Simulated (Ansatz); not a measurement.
BaPb3 and its elements, a formation energy from the elements

Program: Ansatz 0.2.0, Python API.

Run as a notebook:

**Cell 1**
```python
from collections import Counter
import warnings

import ansatz as az
import numpy as np
```

**Cell 2**
```python
PHASES = {
    'BaPb3': (
        [(5.123779, 0.0, 0.0), (0.0, 5.123779, 0.0), (0.0, 0.0, 5.123779)],
        [
            ('Ba', (0.0, 0.0, 0.0)),
            ('Pb', (0.0, 0.5, 0.5)),
            ('Pb', (0.5, 0.0, 0.5)),
            ('Pb', (0.5, 0.5, 0.0)),
        ],
    ),
    'Ba': (
        [(-2.5065, 2.5065, 2.5065), (2.5065, -2.5065, 2.5065), (2.5065, 2.5065, -2.5065)],
        [
            ('Ba', (0.0, 0.0, 0.0)),
        ],
    ),
    'Pb': (
        [(0.0, 2.47502, 2.47502), (2.47502, 0.0, 2.47502), (2.47502, 2.47502, 0.0)],
        [
            ('Pb', (0.0, 0.0, 0.0)),
        ],
    ),
}


def build(vectors, sites):
    crystal = az.Crystal(lattice=az.Lattice.of(vectors))
    for symbol, position in sites:
        crystal = crystal.atom(symbol, position)
    return crystal
```

**Cell 3**
```python
def solve(name, crystal):
    calc = crystal.calculation()
    calc = calc.functional('pbesol')
    calc = calc.basis(520).kpoints(spacing=0.3)
    calc = calc.occupations('cold', width=0.05)
    calc = calc.stress()
    calc = calc.relax(force_tolerance=0.03, max_steps=60, cell=True)
    return calc.run(threads=1, pin='off')
```

**Cell 4**
```python
def counts(outcome):
    return Counter(site.symbol for site in outcome.lattice.sites)
```

**Cell 5**
```python
def formation_energy(outcome, mu):
    n = counts(outcome)
    return (outcome.report['energy_sigma0_ev'] - sum(k * mu[element] for element, k in n.items())) / sum(n.values())


def volume_per_atom(outcome):
    return abs(np.linalg.det(outcome.lattice.cell_ang)) / len(outcome.lattice.sites)
```

**Cell 6**
```python
warnings.simplefilter('ignore', az.DeckWarning)

phases = {name: build(*cell) for name, cell in PHASES.items()}
```

**Cell 7**
```python
done = {name: solve(name, crystal) for name, crystal in phases.items()}
```

**Cell 8**
```python
# energy of one atom in its reference phase
references = {'Ba': 'Ba', 'Pb': 'Pb'}
mu = {element: done[name].report['energy_sigma0_ev'] / len(done[name].lattice.sites) for element, name in references.items()}
```

**Cell 9**
```python
target = done['BaPb3']
heat = formation_energy(target, mu)
rows = [(name, len(o.lattice.sites), volume_per_atom(o), formation_energy(o, mu)) for name, o in done.items()]
print('     phase       atoms  V (A^3/atom)  E_form (eV/atom)')
for row in rows:
    print(f'{str(row[0]):>10}  {row[1]:10d}  {row[2]:12.3f}  {row[3]:16.4f}')
```
Output:
```text
     phase       atoms  V (A^3/atom)  E_form (eV/atom)
     BaPb3           4        32.249           -0.3556
        Ba           1        58.954            0.0000
        Pb           1        30.154            0.0000
```

What to keep in mind:
- For the metals among these phases the mesh is modest: differences between phases can be off by up to 40 meV an atom.
- Spin-orbit coupling, which matters for elements this heavy, is left out.
- The cells come from databases of deposited and of computed structures, and not all need be stable phases.
- The compound is the structure given, not necessarily its lowest; energies are at zero temperature, with no correction for gases. A semilocal functional's error on such energies is often 0.05 to 0.1 eV an atom, and 0.1 to 0.3 eV against gases such as O2 or F2.
- Run time: 14 s on 1 thread of Arm Neoverse V2, with other jobs on the host, peak memory 0.49 GiB.
